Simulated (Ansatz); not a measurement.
# C2H6MoOS2: the cost of one run

Computed with Ansatz 0.2.0, Gaussian basis. Level: the settings change from run to run.

1 further run of the same task is left out (for a known fault of the program). Runs told in other sessions of the task aren't counted.

### Step 1. The molecule

The structure was relaxed beforehand with PBE0-D4 in a triple-zeta def2 set. Mo takes a core potential in def2 sets; no spin-orbit term is included.

SMILES `C[O][Mo]([CH3])(=[S])=[S]`, 12 atoms, charge 0, spin multiplicity 1.

Atoms are counted from 1 here; the program's logs count them from 0.

Bond lengths: C1–O2 1.405 Å, C1–H7 1.093 Å, C1–H8 1.093 Å, C1–H9 1.093 Å, O2–Mo3 1.829 Å, Mo3–C4 2.091 Å, Mo3–S5 2.104 Å, Mo3–S6 2.099 Å, C4–H10 1.091 Å, C4–H11 1.093 Å, C4–H12 1.094 Å. Angles: O2–C1–H7 108.4°, O2–C1–H8 110.8°, O2–C1–H9 109.4°, H7–C1–H8 109.6°, H7–C1–H9 109.0°, H8–C1–H9 109.6°, C1–O2–Mo3 141.6°, O2–Mo3–C4 108.2°, O2–Mo3–S5 113.3°, O2–Mo3–S6 113.0°, C4–Mo3–S5 105.1°, C4–Mo3–S6 105.4°, S5–Mo3–S6 111.0°, Mo3–C4–H10 110.9°, Mo3–C4–H11 108.5°, Mo3–C4–H12 107.9°, H10–C4–H11 109.6°, H10–C4–H12 109.5° and more.

### Step 2. B3LYP/x2c-TZVPPall

This run has the search for lower states set to light.

Contents of in.yaml:

```yaml
crystal:
  periodic: [false, false, false]
  atoms:
    - {symbol: C, position_ang: [-0.834001, -0.603396, 2.097526]}
    - {symbol: O, position_ang: [0.078354, -0.196835, 1.109498]}
    - {symbol: Mo, position_ang: [0.200046, 0.853691, -0.382544]}
    - {symbol: C, position_ang: [0.874258, -0.334745, -1.966005]}
    - {symbol: S, position_ang: [1.625132, 2.390875, -0.205179]}
    - {symbol: S, position_ang: [-1.654526, 1.613425, -1.005853]}
    - {symbol: H, position_ang: [-0.649570, -1.656122, 2.324582]}
    - {symbol: H, position_ang: [-1.863469, -0.478032, 1.751758]}
    - {symbol: H, position_ang: [-0.676137, -0.011285, 3.002502]}
    - {symbol: H, position_ang: [0.972409, 0.252475, -2.880021]}
    - {symbol: H, position_ang: [0.154325, -1.142254, -2.124319]}
    - {symbol: H, position_ang: [1.850077, -0.742898, -1.688045]}
basis:
  gaussian: {orbitals: x2c-TZVPPall}
hamiltonian: {xc: {name: B3LYP}}
scf: {lower_state_search: light}
output: {forces: true}
```

On the command line:

```bash
$ ansatz run in.yaml --threads 4 --pin off --events-out ev --progress --plain --max-ram 11315MiB
```

What time and memory should one allow on 4 threads of AMD EPYC 9R45, shared host?

About 6 s, with a peak of 1.7 GiB.
